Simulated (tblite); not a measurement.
# Ga2H10HfN2O4: the cost of one run

Programs: tblite 0.8.0 and PySCF 2.14.0. All values are calculated, for the isolated system unless a continuum is named. Atoms count from 0, parts from 1.

## 1. Starting point

19 atoms, charge 0, multiplicity 1; geometry: distance geometry start.

## 2. Geometry optimisation with GFN2-xTB

The job: settings as JSON, then the geometry in Å.

```
{"job": {"kind": "relax", "xc": "GFN2-xTB", "basis": "xTB"}, "charge": 0, "multiplicity": 1}
N     -0.496052    -1.572766    -2.115448
Ga     1.271430    -1.529624    -1.311754
N      0.778737    -0.031979    -0.182025
Ga    -1.015344    -0.048229    -0.991495
O     -1.330420     1.465993    -1.981075
Hf    -2.030113     3.276203    -1.276504
O     -4.014370     3.536617    -1.826894
O     -0.888327     4.835337    -2.073639
O     -1.901929     3.289302     0.801907
H     -0.473611    -1.318646    -3.072619
H     -0.999408    -2.428409    -1.857152
H      1.567617    -2.800154    -0.489064
H      2.356816    -1.168430    -2.327868
H      0.743254    -0.291097     0.784611
H      1.291710     0.805979    -0.425153
H     -2.085981    -0.421344     0.001426
H     -4.694339     3.942003    -1.284477
H      0.086687     4.847530    -2.122777
H     -1.630370     2.545498     1.338537
```

Level: GFN2-xTB geometry optimisation, gas phase.

On the command line:

```console
OMP_NUM_THREADS=1 python cluster_run.py task.json out
```

The driver reads the jobs from task.json and runs them one after another.

**Question.** How long does this first job take on 1 thread of Arm Neoverse V2, shared host?

About 4.8 s.
